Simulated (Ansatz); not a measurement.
# NbTe2: the cost of one run

Computed with Ansatz 0.2.0 (DFT LDA+U (U_eff = 4 eV on Nb d), plane waves, PAW, unless a step's input says otherwise).

1 further run of the same task is left out (it didn't finish). Runs told in other sessions of the task aren't counted.

## (1) The structure to begin with

The structure is trigonal, space group R-3m (No. 166). The conventional cell has a = 4.187 Å, b = 4.187 Å, c = 18.990 Å, α = 90.00°, β = 90.00°, γ = 120.00°. Nb (site symmetry -3m) has 6 Te at 2.87 Å in its first shell of neighbours. Around Te (site symmetry 3m) lie 3 Nb at 2.87 Å.

Coordinates:

```
Nb Te
1.0
     2.09371    1.20881    6.33008
    -2.09371    1.20881    6.33008
     0.00000   -2.41761    6.33008
Nb Te
1 2
Cartesian
  0.0000 0.0000 0.0000
  0.0000 0.0000 4.7855
  0.0000 0.0000 14.2047
```

## (2) Ferromagnetic start, free, symmetry kept, no search

Contents of input.yaml:

```yaml
crystal:
  lattice:
    - [2.093712, 1.20880519, 6.33007991]
    - [-2.093712, 1.20880519, 6.33007991]
    - [0.0, -2.41761037, 6.33007991]
  atoms:
    - { symbol: Nb, position: [0.0, 0.0, 0.0], spin: 1.0 }
    - { symbol: Te, position: [0.252, 0.252, 0.252] }
    - { symbol: Te, position: [0.748, 0.748, 0.748] }
basis:
  ecutwfc: 420
  ecutrho_ratio: 4
kpoints:
  mp_grid: { grid: [5, 5, 5] }
hamiltonian:
  xc: lda
  hubbard: { sites: [{ site: 0, l: d, u_eff: 4.0 }] }
scf:
  occupations: { method: gaussian, width: 0.05 }
  lower_state_search: "off"
  max_iter: 150
output:
  forces: true
  stress: true
  eigenvalues: true
  populations: true
  hubbard: { sites: [{ site: 0, l: d }] }
magnetization:
  spin_polarized: true
```

The run is started by

```
$ ansatz run input.yaml --threads 2 --pin off --max-ram 3072MiB --backend cpu --events-out ev --progress --plain --runs-dir out
```

**Question.** How long does this run take on 2 threads of Arm Neoverse N1, shared host, and how much memory does it need?

About 13 s, with a peak of 0.49 GiB.
